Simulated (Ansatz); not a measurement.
# AlFH₄OSi: a ladder of functionals and wavefunction methods

One table from this session's results is given with a row withheld; the runs are named, their logs left out.

The runs use Ansatz 0.2.0, Gaussian basis; functionals in def2-TZVPP, the program's frozen cores in correlated methods.

Levels to be run: LDA (SPW92), PBE-D4, revPBE-D4, BLYP-D4, r2SCAN-D4, B97M-V, PBE0-D4, B3LYP-D4, r2SCANh-D4, r2SCAN0-D4, HSE06-D4, BHLYP-D4, CAM-B3LYP-D4, LC-ωPBE, ωB97X-V, ωB97M-V, B2PLYP, PBE-QIDH; CCSD(T)/def2-SVP; CCSD(T)/def2-TZVPP; MP2/def2-QZVPP; extrapolation to the limit; RPA on PBE.

## The geometry

All runs share one geometry, relaxed beforehand with PBE0-D4 in a triple-zeta def2 set.

SMILES `O[SiH](F)[AlH2]`, 8 atoms, charge 0, spin multiplicity 1.

Atoms are counted from 1 here; the program's logs count them from 0.

Bond lengths: O1–Si2 1.646 Å, O1–H5 0.959 Å, Si2–F3 1.610 Å, Si2–Al4 2.471 Å, Si2–H6 1.493 Å, Al4–H7 1.587 Å, Al4–H8 1.589 Å. Angles: Si2–O1–H5 118.7°, O1–Si2–F3 109.7°, O1–Si2–Al4 105.0°, O1–Si2–H6 109.2°, F3–Si2–Al4 110.8°, F3–Si2–H6 103.8°, Al4–Si2–H6 118.2°, Si2–Al4–H7 120.4°, Si2–Al4–H8 120.0°, H7–Al4–H8 119.6°.

The first run:

The input, in.yaml:

```yaml
crystal:
  periodic: [false, false, false]
  atoms:
    - {symbol: O, position_ang: [0.519572, 1.481222, -0.837371]}
    - {symbol: Si, position_ang: [0.300761, 0.530739, 0.488210]}
    - {symbol: F, position_ang: [1.721685, 0.237866, 1.187411]}
    - {symbol: Al, position_ang: [-0.699596, -1.555882, -0.378170]}
    - {symbol: H, position_ang: [0.760259, 2.401056, -0.709345]}
    - {symbol: H, position_ang: [-0.453610, 1.298143, 1.523812]}
    - {symbol: H, position_ang: [0.202012, -2.634355, -1.114906]}
    - {symbol: H, position_ang: [-2.258785, -1.815890, -0.215442]}
basis:
  gaussian: {orbitals: def2-TZVPP}
hamiltonian: {xc: lda}
output: {orbitals: {seedname: orbitals}}
```

Command:

```
ansatz run in.yaml --threads 2 --pin off --events-out ev --progress --plain --max-ram 4352MiB
```

Steps of the session up to this table: LDA; PBE-D4 (GGA); revPBE-D4 (GGA); BLYP-D4 (GGA); r2SCAN-D4 (meta-GGA); B97M-V (meta-GGA); B3LYP-D4 (hybrid); r2SCANh-D4 (hybrid); r2SCAN0-D4 (hybrid); HSE06-D4 (hybrid); BHLYP-D4 (hybrid); CAM-B3LYP-D4 (range-separated); LC-ωPBE (range-separated); ωB97X-V (range-separated); ωB97M-V (range-separated); B2PLYP (double hybrid); PBE-QIDH (double hybrid).

One of the session's tables, all rows but one given; the rest of the session is left out.

It belongs to the step «Orbital energies across the functionals». 

| functional | HOMO (eV) | LUMO (eV) | gap (eV) |
| --- | --- | --- | --- |
| LDA (SPW92) | -6.46 | -3.20 | 3.26 |
| PBE-D4 | ? | ? | ? |
| revPBE-D4 | -6.36 | -2.86 | 3.50 |
| BLYP-D4 | -6.29 | -2.84 | 3.45 |
| r2SCAN-D4 | -6.66 | -2.70 | 3.96 |
| B97M-V | -6.73 | -2.95 | 3.78 |
| PBE0-D4 | -7.56 | -2.19 | 5.38 |
| B3LYP-D4 | -7.39 | -2.39 | 5.00 |
| r2SCANh-D4 | -7.08 | -2.43 | 4.65 |
| r2SCAN0-D4 | -7.73 | -2.04 | 5.69 |
| HSE06-D4 | -7.17 | -2.56 | 4.61 |
| BHLYP-D4 | -8.66 | -1.39 | 7.27 |
| CAM-B3LYP-D4 | -8.87 | -1.22 | 7.65 |
| LC-ωPBE | -10.16 | -0.11 | 10.04 |
| ωB97X-V | -9.84 | -0.24 | 9.61 |
| ωB97M-V | -9.59 | -0.53 | 9.05 |

**Question.** Estimate the row for PBE-D4.

As computed: HOMO (eV): -6.40; LUMO (eV): -2.97; gap (eV): 3.43. In the column «HOMO (eV)» it lies between LDA (SPW92) (-6.46) and revPBE-D4 (-6.36).
